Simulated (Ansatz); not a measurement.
# C2H10BNOSi: the cost of one run

Method: RHF/STO-3G, in Ansatz 0.2.0.

## (1) The starting structure

Bond lengths (14 of 15 bonds, heavy atoms first): C1–B2 1.544 Å, B2–C3 1.583 Å, C3–O4 1.368 Å, O4–Si5 1.693 Å, Si5–N6 1.792 Å, C1–H7 1.067 Å, C1–H8 1.151 Å, C1–H9 1.185 Å, B2–H10 1.188 Å, C3–H11 1.144 Å, C3–H12 1.082 Å, Si5–H13 1.496 Å, Si5–H14 1.440 Å, N6–H15 1.053 Å. Angles (14 of 25 angles, heavy atoms first): C1–B2–C3 121.2°, B2–C3–O4 111.7°, C3–O4–Si5 112.4°, O4–Si5–N6 112.2°, C1–B2–H10 118.4°, C3–B2–H10 120.4°, B2–C1–H7 113.1°, B2–C1–H8 108.0°, B2–C1–H9 108.4°, B2–C3–H11 106.4°, B2–C3–H12 110.0°, O4–C3–H11 105.7°, O4–C3–H12 113.6°, O4–Si5–H13 109.5°.

Coordinates:

```xyz
16

C    -1.2367   -2.2687   -0.4456
B     0.2267   -1.9349   -0.0834
C     0.7485   -0.4405   -0.0722
O     0.1481    0.2976    0.9111
Si    0.6352    1.9193    0.8876
N    -0.2529    2.8752   -0.3401
H    -1.4442   -3.3151   -0.4288
H    -1.4579   -1.8212   -1.4828
H    -1.9489   -1.7048    0.3151
H     0.9600   -2.8301    0.1836
H     1.8561   -0.4876    0.2088
H     0.6527   -0.0077   -1.0596
H     0.3300    2.5515    2.2081
H     2.0529    2.0012    0.6515
H    -0.0289    2.4120   -1.2584
H    -1.2638    2.7312   -0.1507
```

## (2) Preparing the start

File input.yaml:

```yaml
crystal:
  periodic: [false, false, false]
  atoms:
    - { symbol: C, position_ang: [-1.2367, -2.2687, -0.4456] }
    - { symbol: B, position_ang: [0.2267, -1.9349, -0.0834] }
    - { symbol: C, position_ang: [0.7485, -0.4405, -0.0722] }
    - { symbol: O, position_ang: [0.1481, 0.2976, 0.9111] }
    - { symbol: Si, position_ang: [0.6352, 1.9193, 0.8876] }
    - { symbol: "N", position_ang: [-0.2529, 2.8752, -0.3401] }
    - { symbol: H, position_ang: [-1.4442, -3.3151, -0.4288] }
    - { symbol: H, position_ang: [-1.4579, -1.8212, -1.4828] }
    - { symbol: H, position_ang: [-1.9489, -1.7048, 0.3151] }
    - { symbol: H, position_ang: [0.96, -2.8301, 0.1836] }
    - { symbol: H, position_ang: [1.8561, -0.4876, 0.2088] }
    - { symbol: H, position_ang: [0.6527, -0.0077, -1.0596] }
    - { symbol: H, position_ang: [0.33, 2.5515, 2.2081] }
    - { symbol: H, position_ang: [2.0529, 2.0012, 0.6515] }
    - { symbol: H, position_ang: [-0.0289, 2.412, -1.2584] }
    - { symbol: H, position_ang: [-1.2638, 2.7312, -0.1507] }
basis:
  gaussian: { orbitals: STO-3G }
hamiltonian:
  xc: hf
relax:
  f_tol: 0.02
  max_steps: 40
scf:
  lower_state_search: "off"
output:
  orbitals: {}
```

Command:

```console
$ ansatz run input.yaml --threads 1 --pin off --max-ram 2048MiB --backend cpu --events-out ev --progress --plain --runs-dir out
```

Q: Estimate wall time and peak memory on 1 thread of an Arm CPU, shared host.

About 78 s, with a peak of 0.16 GiB.
